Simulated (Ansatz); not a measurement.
Task: a formation energy from the elements of Li3Rh and its elements, with the Ansatz DFT code, driven from Python. Give the script and its output. Use (first run): PBEsol, PAW, cutoff 460 eV, 6×6×6 k-points, Fermi-Dirac smearing of 0.1 eV.

Script `run_formation.py`:
```python
"""Is Li3Rh bound against its elements, after relaxing atoms and volume at fixed cell shape."""

from collections import Counter

import ansatz as az
import numpy as np


def ground_state(name, crystal):
    calc = crystal.calculation()
    calc = calc.functional(az.Functional.PBESOL)
    calc = calc.basis(460)
    calc = calc.kpoints(spacing=0.27).occupations("fermi_dirac", width=0.1)
    calc = calc.stress()
    calc = calc.relax(force_tolerance=0.03, fix_cell=["shape"])
    return calc.run()


def counts(outcome):
    return Counter(site.symbol for site in outcome.lattice.sites)

def formation_energy(outcome, mu):
    n = counts(outcome)
    return (outcome.report["energy_sigma0_ev"] - sum(k * mu[element] for element, k in n.items())) / sum(n.values())


def volume_per_atom(outcome):
    return abs(np.linalg.det(outcome.lattice.cell_ang)) / len(outcome.lattice.sites)

phases = {}
li3rh = (
    az.Lattice.from_parameters(5.294451, 5.294451, 4.436934, alpha=90, beta=90, gamma=120)
    .space_group(194)
    .atom("Li", (0.350972, 0.175486, 0.75))
    .atom("Rh", (2 / 3, 1 / 3, 0.25))
)
phases["Li3Rh"] = li3rh
li = (
    az.Lattice.bcc(3.5093)
    .space_group(229)
    .atom("Li", (0.0, 0.0, 0.0))
    .primitive()
)
phases["Li"] = li
rh = (
    az.Lattice.fcc(3.7957)
    .space_group(225)
    .atom("Rh", (0.0, 0.0, 0.0))
    .primitive()
)
phases["Rh"] = rh

done = {name: ground_state(name, crystal) for name, crystal in phases.items()}

# energy of one atom in its reference phase
references = {"Li": "Li", "Rh": "Rh"}
mu = {element: done[name].report["energy_sigma0_ev"] / len(done[name].lattice.sites) for element, name in references.items()}

target = done["Li3Rh"]
heat = formation_energy(target, mu)
n = counts(target)
print("cell content:", dict(n), " volume", round(volume_per_atom(target), 3), "A^3/atom")
print("formation energy", round(heat, 4), "eV/atom,", round(heat * sum(n.values()), 4), "eV per cell")
print("bound against the elements" if heat < 0 else "unbound against the elements")
```

```console
$ python run_formation.py
cell content: {<Element.LI: 'Li'>: 6, <Element.RH: 'Rh'>: 2}  volume 13.269 A^3/atom
formation energy 0.0131 eV/atom, 0.1049 eV per cell
unbound against the elements
```

Reading the output:
- Spin is left out of this run.
- For the metals among these phases the mesh is modest: differences between phases can be off by up to 40 meV an atom.
- Atoms and volume are relaxed with the cell's shape held, which in cells of lower than cubic symmetry can hide stresses and shift volumes.
- The cells come from databases of deposited and of computed structures, and not all need be stable phases.
- The compound is the structure given, not necessarily its lowest; energies are at zero temperature, with no correction for gases. A semilocal functional's error on such energies is often 0.05 to 0.1 eV an atom, and 0.1 to 0.3 eV against gases such as O2 or F2.
- It ran for 16 s on 1 thread of Intel(R) Xeon(R) CPU @ 2.60GHz (Ice Lake) (shared host), peak memory 0.53 GiB.

(Lines on the test bed's own set-up are left out of the output.)
